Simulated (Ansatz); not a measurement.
# C2H9AlN2OSi: the cost of one run

Program: Ansatz 0.2.0. Level of theory: UKS BHLYP-D4/STO-3G. These are calculated values, not measurements.

## (1) The structure to begin with

Bond lengths (14 of 15 bonds, heavy atoms first): N1–C2 1.369 Å, C2–Al3 1.986 Å, C2–C4 1.417 Å, C4–O5 1.419 Å, C4–N6 1.367 Å, N6–Si7 1.808 Å, N1–H8 1.020 Å, N1–H9 1.091 Å, Al3–H10 1.633 Å, Al3–H11 1.602 Å, O5–H12 0.988 Å, N6–H13 1.010 Å, Si7–H14 1.426 Å, Si7–H15 1.452 Å. Angles (14 of 22 angles, heavy atoms first): N1–C2–Al3 113.3°, N1–C2–C4 123.8°, Al3–C2–C4 122.9°, C2–C4–O5 116.5°, C2–C4–N6 122.3°, O5–C4–N6 121.1°, C4–N6–Si7 121.9°, C2–N1–H8 124.1°, C2–N1–H9 123.9°, C2–Al3–H10 121.5°, C2–Al3–H11 121.2°, C4–O5–H12 126.3°, C4–N6–H13 120.7°, Si7–N6–H13 117.3°.

Structure file:

```xyz
16

N    -2.3934    0.4814    0.4752
C    -1.1206   -0.0156    0.5653
Al   -0.8789   -1.2857    2.0732
C    -0.0711    0.3369   -0.3199
O    -0.4365    1.0802   -1.4721
N     1.2173   -0.0754   -0.1245
Si    2.4872    0.1237   -1.3953
H    -3.1784    0.1473    1.0336
H    -2.6452    1.4247   -0.0116
H     0.5450   -2.0426    2.3324
H    -2.0776   -1.6107    3.0844
H    -1.3556    1.3022   -1.7581
H     1.5069   -0.4580    0.7646
H     3.7338   -0.3436   -0.8850
H     2.5618    1.5302   -1.7471
H     2.0824   -0.6176   -2.5708
```

## (2) Preparing the start

File input.yaml:

```yaml
crystal:
  periodic: [false, false, false]
  atoms:
    - { symbol: "N", position_ang: [-2.3934, 0.4814, 0.4752] }
    - { symbol: C, position_ang: [-1.1206, -0.0156, 0.5653] }
    - { symbol: Al, position_ang: [-0.8789, -1.2857, 2.0732] }
    - { symbol: C, position_ang: [-0.0711, 0.3369, -0.3199] }
    - { symbol: O, position_ang: [-0.4365, 1.0802, -1.4721] }
    - { symbol: "N", position_ang: [1.2173, -0.0754, -0.1245] }
    - { symbol: Si, position_ang: [2.4872, 0.1237, -1.3953] }
    - { symbol: H, position_ang: [-3.1784, 0.1473, 1.0336] }
    - { symbol: H, position_ang: [-2.6452, 1.4247, -0.0116] }
    - { symbol: H, position_ang: [0.545, -2.0426, 2.3324] }
    - { symbol: H, position_ang: [-2.0776, -1.6107, 3.0844] }
    - { symbol: H, position_ang: [-1.3556, 1.3022, -1.7581] }
    - { symbol: H, position_ang: [1.5069, -0.458, 0.7646] }
    - { symbol: H, position_ang: [3.7338, -0.3436, -0.885] }
    - { symbol: H, position_ang: [2.5618, 1.5302, -1.7471] }
    - { symbol: H, position_ang: [2.0824, -0.6176, -2.5708] }
magnetization:
  spin_polarized: true
basis:
  gaussian: { orbitals: STO-3G }
hamiltonian:
  xc: { name: BHLYP }
  dispersion: d4
relax:
  f_tol: 0.02
  max_steps: 40
```

On the command line:

```
ansatz run input.yaml --threads 1 --pin off --max-ram 2048MiB --backend cpu --events-out ev --progress --plain --runs-dir out
```

Q: Estimate wall time and peak memory on 1 thread of Arm Neoverse V1, shared host.

About 2.3 min, with a peak of 0.22 GiB.
